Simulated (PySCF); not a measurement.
**A diatomic session: CsGe+**

The task here is to estimate one member of a computed series from the others.

Method: Cs def2-SVP with ECP46, Ge def2-SVP, scalar-relativistic core potentials; program: PySCF 2.14.0.

Set-up of the first run:

A driver script around PySCF takes these settings:

```json
{
 "atoms": "Cs, Ge",
 "charge": "1",
 "basis": "Cs def2-SVP with ECP46, Ge def2-SVP",
 "Hamiltonian": "scalar-relativistic core potentials",
 "basis functions": "56",
 "electrons treated": "40",
 "masses in u": "132.9054, 73.9212",
 "levels": "PBE0, PBE, r²SCAN, BLYP, BP86, TPSS, HSE06, HF, MP2, SCS-MP2, CCSD, CCSD(T)",
 "grid": "80 radial by 434 angular points",
 "occupations": "held fixed by the projection of orbital angular momentum",
 "dissociation limit": "Cs+ + Ge, each in its ground configuration",
 "starting distance in angstrom": "3.465",
 "values of 2S to try": "0, 2"
}
```

Run with:

```
$ OMP_NUM_THREADS=1 python dia.py task.json out
```

Steps of the session up to this table: The job; PBE0 along the bond; Excited determinants; PBE (GGA); r²SCAN (meta-GGA); BLYP (GGA); BP86; TPSS (meta-GGA); HSE06 (range-separated hybrid); UHF; Adding correlation.

One table of the session follows, with a row left open; its other results are not shown here.

| level | Re (Å) | ωe (cm⁻¹) | De (eV) |
| --- | --- | --- | --- |
| UHF | 4.354 | 39.1 | 0.170 |
| UHF-MP2 | 4.175 | 45.6 | 0.217 |
| UHF-SCS-MP2 | 4.207 | 44.2 | 0.206 |
| UHF-CCSD | 4.183 | 45.3 | 0.213 |
| UHF-CCSD(T) | 4.174 | 45.7 | 0.216 |
| PBE | 4.103 | 47.0 | 0.261 |
| BLYP | 4.202 | 43.1 | 0.243 |
| BP86 | 4.134 | 45.3 | 0.229 |
| TPSS | 4.138 | 45.6 | 0.232 |
| r²SCAN | 4.148 | 45.2 | 0.214 |
| PBE0 | 4.103 | 46.9 | 0.234 |
| HSE06 | ? | ? | ? |

Estimate the missing values for HSE06.

**Answer.** Re (Å): 4.100; ωe (cm⁻¹): 47.1; De (eV): 0.239. In the column «Re (Å)» it is the lowest.

De is counted to Cs+ + Ge in their ground configurations.

Limits of these values: The bond is weak, and basis-set superposition, which was not computed, may be a sizeable part of it.
